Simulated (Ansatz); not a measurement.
**TlPd in Ansatz: convergence with k mesh**

Input of the first run (k mesh 3 × 3 × 3); the others differ in this setting and in those tied to it:

input.yaml

```yaml
crystal:
  lattice:
    - [0.0, 2.91333362, 2.91333362]
    - [2.91333362, 0.0, 2.91333362]
    - [2.91333362, 2.91333362, 0.0]
  atoms:
    - { symbol: Tl, position: [0.25, 0.25, 0.25] }
    - { symbol: Pd, position: [0.0, 0.0, 0.0] }
hamiltonian:
  xc: r2scan
  pseudopotentials: { kind: paw_fr }
magnetization:
  noncollinear: true
  spin_orbit: true
kpoints:
  mp_grid: { grid: [3, 3, 3] }
scf:
  occupations: { method: methfessel_paxton, width: 0.05 }
output:
  forces: true
  stress: true
  eigenvalues: true
```

Potentials or basis: Ansatz PAW.

Launch:

```bash
$ ansatz run input.yaml --threads 2 --pin off --max-ram 5632MiB --backend cpu --events-out ev --progress --plain --runs-dir out
```

The cell was built by a generator and needn't be a form met in nature.

Hardware: 2 threads of Intel(R) Xeon(R) 6975P-C (Granite Rapids), with other jobs on the host.

| k mesh | energy less the tightest run, at zero smearing (meV/atom) | pressure (GPa) | SCF cycles | CPU time (s) | peak memory (GiB) |
| --- | --- | --- | --- | --- | --- |
| 3 × 3 × 3 | 106.57 | 12.58 | 9 | 5.4 | 0.58 |
| 4 × 4 × 4 | 24.52 | 12.57 | 11 | 8.1 | 0.61 |
| 5 × 5 × 5 | 5.53 | 12.64 | 9 | 8.3 | 0.6 |
| 6 × 6 × 6 | 1.12 | 12.30 | 9 | 12 | 0.64 |
| 7 × 7 × 7 | 1.82 | 12.29 | 10 | 14 | 0.66 |
| 9 × 9 × 9 | 3.60 | 12.31 | 10 | 21 | 0.71 |
| 11 × 11 × 11 | -0.24 | 12.32 | 9 | 31 | 0.76 |
| 13 × 13 × 13 | 0.00 | 12.29 | 9 | 42 | 0.85 |

Against the tightest run, the energy stays within 1 meV/atom from 11 × 11 × 11 on; the pressure stays within 0.1 GPa from 6 × 6 × 6 on. Meshes of other sizes hit other points, so gaps and Fermi surfaces needn't settle smoothly. The tightest run that finished is the yardstick and may itself not be fully converged.

Caveat, for the tightest run too: the PAW data sets come from PBE, with cores solved anew for the run's functional, which leaves a small shift of forces and pressure.
